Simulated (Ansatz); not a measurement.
**SiH3O4 radical: small, medium and large basis sets**

How large a basis does SiH3O4 radical need? Two functionals are run in growing sets.

Computed with Ansatz 0.2.0, Gaussian basis. Level: one geometry, several basis sets.

Levels to be run: PBE0-D4/def2-SVP; ωB97M-V/def2-SVP; PBE0-D4/def2-QZVPP; ωB97M-V/def2-QZVPP; the functionals' def2-TZVPP values are taken from earlier runs.

**1. Structure used throughout**

An earlier PBE0-D4 in a triple-zeta def2 set relaxation fixed the geometry.

SMILES `[O][Si](O)(O)O`, 8 atoms, charge 0, spin multiplicity 2.

Atoms are counted from 1 here; the program's logs count them from 0.

Bond lengths: O1–Si2 1.656 Å, Si2–O3 1.631 Å, Si2–O4 1.622 Å, Si2–O5 1.624 Å, O3–H6 0.959 Å, O4–H7 0.959 Å, O5–H8 0.958 Å. Angles: O1–Si2–O3 102.2°, O1–Si2–O4 107.0°, O1–Si2–O5 116.5°, O3–Si2–O4 116.6°, O3–Si2–O5 108.2°, O4–Si2–O5 106.6°, Si2–O3–H6 117.6°, Si2–O4–H7 116.9°, Si2–O5–H8 118.2°.

**2. PBE0-D4 in def2-SVP**

The input, in.yaml:

```yaml
crystal:
  periodic: [false, false, false]
  atoms:
    - {symbol: O, position_ang: [-1.417605, 0.247787, 1.193032]}
    - {symbol: Si, position_ang: [-0.195771, 0.058690, 0.091018]}
    - {symbol: O, position_ang: [1.117121, -0.067327, 1.049779]}
    - {symbol: O, position_ang: [-0.249880, 1.339090, -0.902694]}
    - {symbol: O, position_ang: [-0.266319, -1.263511, -0.849683]}
    - {symbol: H, position_ang: [1.271433, 0.632970, 1.686711]}
    - {symbol: H, position_ang: [-0.093953, 1.173100, -1.833844]}
    - {symbol: H, position_ang: [-0.165036, -2.120800, -0.434320]}
basis:
  gaussian: {orbitals: def2-SVP}
magnetization: {spin_polarized: true, initial_magnetization: 1}
hamiltonian: {xc: pbe0, dispersion: d4}
output: {orbitals: {seedname: orbitals}}
```

Run with:

```
> ansatz run in.yaml --threads 4 --pin off --events-out ev --progress --plain --max-ram 10444MiB
```

Further steps of the session: ωB97M-V in def2-SVP; PBE0-D4 in def2-QZVPP; ωB97M-V in def2-QZVPP.

Before running them: what should the planned runs give, taken together? Wanted: PBE0-D4: double and triple zeta above quadruple; ωB97M-V: double and triple zeta above quadruple.

**Answer**, as computed:

```
                                       quantity           value
PBE0-D4: double and triple zeta above quadruple  14.52, 0.77 eV
ωB97M-V: double and triple zeta above quadruple  14.68, 0.72 eV
```

For PBE0-D4 the step from double to triple zeta gains 13.75 eV and the next only 0.77 eV. Total energies overstate the basis error of differences, where much of it tends to cancel.
